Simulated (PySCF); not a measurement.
**C₂H₆F₂SeSi₂: electronic excitations**

Wanted: the electronic excitations of C₂H₆F₂SeSi₂ (`F/C=C(/F)[SiH2][Se][SiH3]`), by calculation.

Computed with PySCF 2.14.0, with density-fitted response routines of our own, on a single molecule in the gas phase. Atoms count from 0, in the outputs and in this text.

**1. Starting geometry**

13 atoms, charge 0, multiplicity 1; geometry from: GFN2-xTB.

Bonds of the start (Å): F0–C1 1.34, C1–C2 1.32, C2–F3 1.35, C2–Si4 1.90, Si4–Se5 2.27, Se5–Si6 2.31, C1–H7 1.08, Si4–H8 1.46, Si4–H9 1.45, Si6–H10 1.46, Si6–H11 1.46, Si6–H12 1.46.

**2. Ultraviolet spectrum: PBE0/def2-SVPD**

Job settings and geometry (Å):

```
{"job": {"kind": "uv", "xc": "PBE0", "basis": "def2-SVPD", "nstates": 8, "ntriplets": 3}, "charge": 0, "multiplicity": 1}
F     -0.557195    -0.438329     1.810653
C     -1.530329     0.221749     1.159946
C     -1.659600     0.065575    -0.148003
F     -2.649504     0.749395    -0.756043
Si    -0.571721    -1.022650    -1.265858
Se     1.370415     0.043861    -1.772748
Si     2.209408     0.654403     0.285597
H     -2.134946     0.838568     1.809548
H     -0.303219    -2.252730    -0.526578
H     -1.283932    -1.186256    -2.523318
H      2.285847    -0.544022     1.109073
H      3.511020     1.214308    -0.047131
H      1.309368     1.656614     0.847134
```

Level: TDDFT PBE0/def2-SVPD, vertical, gas phase, core orbitals frozen in the response.

Started as:

```console
> OMP_NUM_THREADS=1 python probes_run.py task.json out
```

The driver reads the jobs from task.json and runs them one after another.

Output:

```text
coarse grid: 55952 points
cycle   1  E = -3258.5214580621  dE = -2.696e-01  |g| = 5.048e-01  |ddm| = 4.525e+00
cycle   2  E = -3258.4832150483  dE =  3.824e-02  |g| = 6.933e-01  |ddm| = 1.259e+00
cycle   3  E = -3258.5691633276  dE = -8.595e-02  |g| = 8.435e-02  |ddm| = 7.173e-01
cycle   4  E = -3258.5702990631  dE = -1.136e-03  |g| = 1.847e-02  |ddm| = 1.131e-01
cycle   5  E = -3258.5703698495  dE = -7.079e-05  |g| = 1.074e-02  |ddm| = 4.088e-02
cycle   6  E = -3258.5703899360  dE = -2.009e-05  |g| = 2.470e-03  |ddm| = 1.320e-02
cycle   7  E = -3258.5703912255  dE = -1.289e-06  |g| = 9.604e-04  |ddm| = 4.376e-03
final grid: 114784 points
cycle   8  E = -3258.5703560379  dE =  3.579e-07  |g| = 1.616e-03  |ddm| = 6.199e-03
cycle   9  E = -3258.5703546587  dE =  1.379e-06  |g| = 2.843e-03  |ddm| = 5.597e-03
cycle  10  E = -3258.5703566716  dE = -2.013e-06  |g| = 1.822e-04  |ddm| = 3.498e-03
cycle  11  E = -3258.5703566780  dE = -6.356e-09  |g| = 1.337e-05  |ddm| = 2.654e-04
cycle  12  E = -3258.5703566780  dE = -2.910e-11  |g| = 4.908e-06  |ddm| = 2.145e-05
converged SCF energy = -3258.5703566780

Static polarisability (au): isotropic 107.620, principal 87.295 114.562 121.004

Singlet excitations
state   eV       nm        f      main configurations
  1   4.8415    256.1   0.01810   H->L 0.97
  2   5.3332    232.5   0.00452   H->L+1 0.96
  3   5.8721    211.1   0.09415   H-1->L 0.61, H->L+2 0.29
  4   5.9201    209.4   0.02192   H->L+2 0.46, H->L+3 0.26, H-1->L 0.19
  5   6.1428    201.8   0.06547   H->L+3 0.61, H->L+2 0.18
  6   6.2955    196.9   0.00729   H->L+4 0.86
  7   6.3757    194.5   0.04199   H-1->L+2 0.39, H-1->L+1 0.33, H-2->L 0.09
  8   6.3978    193.8   0.01094   H-1->L+1 0.46, H-1->L+2 0.36

Triplet excitations (Tamm-Dancoff, eV): 3.9241 4.5673 5.0076
```

Wall time 86 s (1 thread of Intel Xeon at 2.70GHz, shared host); peak memory 0.92 GiB.

The orbitals next to the gap, with their largest atomic shares:

```csv
orbital,eV,atoms
HOMO−3,-9.52,"Se5 33 %, Si6 19 %, Si4 19 %"
HOMO−2,-8.61,"Se5 51 %, Si6 13 %, Si4 9 %"
HOMO−1,-7.67,"C1 27 %, C2 25 %, Se5 13 %"
HOMO,-7.00,"Se5 72 %, Si6 8 %, Si4 8 %"
LUMO,-1.00,"C1 21 %, C2 20 %, Si4 18 %"
LUMO+1,-0.36,"Si6 32 %, Se5 28 %, H12 8 %"
LUMO+2,0.17,"Si4 21 %, Si6 14 %, Se5 9 %"
```

With each of the 8 states as a Gaussian band of 0.4 eV half-width at 1/e, the curve within the window shown has maxima at 254 nm (ε 790), 205 nm (ε 7,700) L/(mol cm). Beyond the last state computed it falls off for lack of states. The curve at chosen wavelengths:

nm, ε (L/mol/cm) and a bar:
```
      185       1709 ######
      189       3146 ############
      194       5199 ####################
      198       6620 ##########################
      202       7518 #############################
      206       7710 ##############################
      211       6925 ###########################
      215       5695 ######################
      219       4269 ################
      224       2668 ##########
      228       1740 #######
      232       1154 ####
      236        848 ###
      241        724 ###
      245        732 ###
      249        766 ###
      253        786 ###
      258        761 ###
      262        698 ##
      266        606 ##
      271        472 ##
      275        366 #
      279        272 #
      283        193 
      288        120 
      292         79
```

Leading natural transition orbitals of singlet state 3: the hole lies on C1, C2 about 25 % each; Se5 19 %; F0, F3 about 10 % each; the particle on Se5 18 %; Si4 15 %; C2 11 %.

Leading natural transition orbitals of singlet state 1: the hole lies on Se5 80 %; the particle on Se5 18 %; Si4 15 %; C1, C2 about 15 % each.

Ground-state properties from the same run:

```csv
property,computed
dipole moment (D),1.36
polarisability (Å³),15.95
HOMO–LUMO gap (eV),6.01
−ε(HOMO) (eV),7.00
```

Orbitals, density, ELF and potential are computed afterwards from the orbital file.

Frontier orbitals at PBE0/def2-SVPD, with the share of their density that lies nearest to each atom:

```csv
orbital,energy (eV),lies on
HOMO,-7.00,Se5 79 %
LUMO,-1.00,"C1, C2 about 18 % each; Se5 15 %; Si4 13 %"
```

ELF in a plane through or near 4 of the atoms.

Ten even steps from ' ' (0.00) to '@' (1.00):
```
                                                        
                                                        
                                                        
                                ==####..                
                              --@@@@@@%%..              
                ..++++..      ==@@@@@@%%..              
                ==@@@@%%    ..++%%@@@@--                
        ......::**@@@@@@::  --##++==--                  
      ::**##**--..++@@%%::  --%%@@%%++..                
      %%@@@@@@==****..--..  ::**==##..::....            
      @@@@@@@@##..::==**--..::%%@@**++::....            
      **@@@@@@**==%%%%**++**==::++%%==                  
      ..====::..--##--::::##==  ..--::                  
              ..==**::++::**++..--@@@@##..              
              ..++%%##==++**--++@@@@@@@@##              
              ..++%%%%%%##==..==@@@@@@@@##              
                ::++****==..  ..##@@@@%%..              
                    ....          ::..                  
                                                        
                                                        
```
The map spans 12.5 Å across and 10.2 Å up, centred on the molecule. Atoms in the plane (x, y in Å): C2 (1.6, 0.2), Si6 (-2.3, 0.1), H7 (1.7, 2.4), H9 (1.8, -2.5).

log10 of the density (e/Å³) in the same plane.

Values, 10 rows by 14 columns:
```
-4.0 -4.0 -4.0 -4.0 -4.0 -4.0 -4.0 -4.0 -4.0 -4.0 -4.0 -4.0 -4.0 -4.0
-4.0 -4.0 -4.0 -4.0 -4.0 -4.0 -4.0 -3.7 -3.2 -3.1 -3.8 -4.0 -4.0 -4.0
-4.0 -4.0 -4.0 -3.4 -2.8 -2.6 -2.9 -2.2 -1.1 -0.9 -2.3 -3.7 -4.0 -4.0
-4.0 -4.0 -2.9 -2.2 -1.4 -1.0 -1.7 -1.1  0.0 -0.2 -1.9 -3.2 -4.0 -4.0
-4.0 -3.0 -1.7 -0.9 -0.5 -0.2 -1.3 -0.9  0.2 -0.1 -1.3 -2.5 -3.8 -4.0
-4.0 -2.7 -1.0 -0.1  0.1 -0.3 -0.9 -0.8  0.1 -0.1 -1.1 -2.3 -3.7 -4.0
-4.0 -3.2 -2.0 -1.4 -0.9  0.1  0.1 -0.3 -0.1 -0.8 -2.0 -3.1 -4.0 -4.0
-4.0 -4.0 -3.5 -2.4 -1.2 -0.1 -0.1 -0.8 -0.2 -0.1 -1.8 -3.2 -4.0 -4.0
-4.0 -4.0 -4.0 -3.2 -2.1 -1.4 -1.5 -1.9 -1.5 -1.4 -2.5 -3.7 -4.0 -4.0
-4.0 -4.0 -4.0 -4.0 -3.5 -3.0 -3.0 -3.4 -3.1 -3.1 -3.8 -4.0 -4.0 -4.0
```
The map spans 12.5 Å across and 10.2 Å up, centred on the molecule. Atoms in the plane (x, y in Å): C2 (1.6, 0.2), Si6 (-2.3, 0.1), H7 (1.7, 2.4), H9 (1.8, -2.5).

On the surface of density 0.002 e/bohr³ the electrostatic potential runs, from the 1st to the 99th percentile, from -0.70 V near Se5 to 1.44 V near H7.

**3. Outcome**

```
                                quantity                        value
         lowest singlet (PBE0/def2-SVPD)  4.84 eV (256 nm), f = 0.018
brightest single state of those computed  state 3, 5.87 eV, f = 0.094
                          lowest triplet                      3.92 eV
   surface potential, 1st and 99th percentile           -0.70 V and 1.44 V
```

The lowest singlet, at 4.84 eV, is HOMO→LUMO 0.97 and is weak; of the 8 states computed, the strongest absorption comes from state 3 at 5.87 eV. The lowest triplet lies 0.92 eV below the lowest singlet (triplets in Tamm-Dancoff, singlets in full TDDFT). By nearest atom (PBE0/def2-SVPD), the HOMO sits on Se5 79 % and the LUMO on C1, C2 about 18 % each; Se5 15 %.
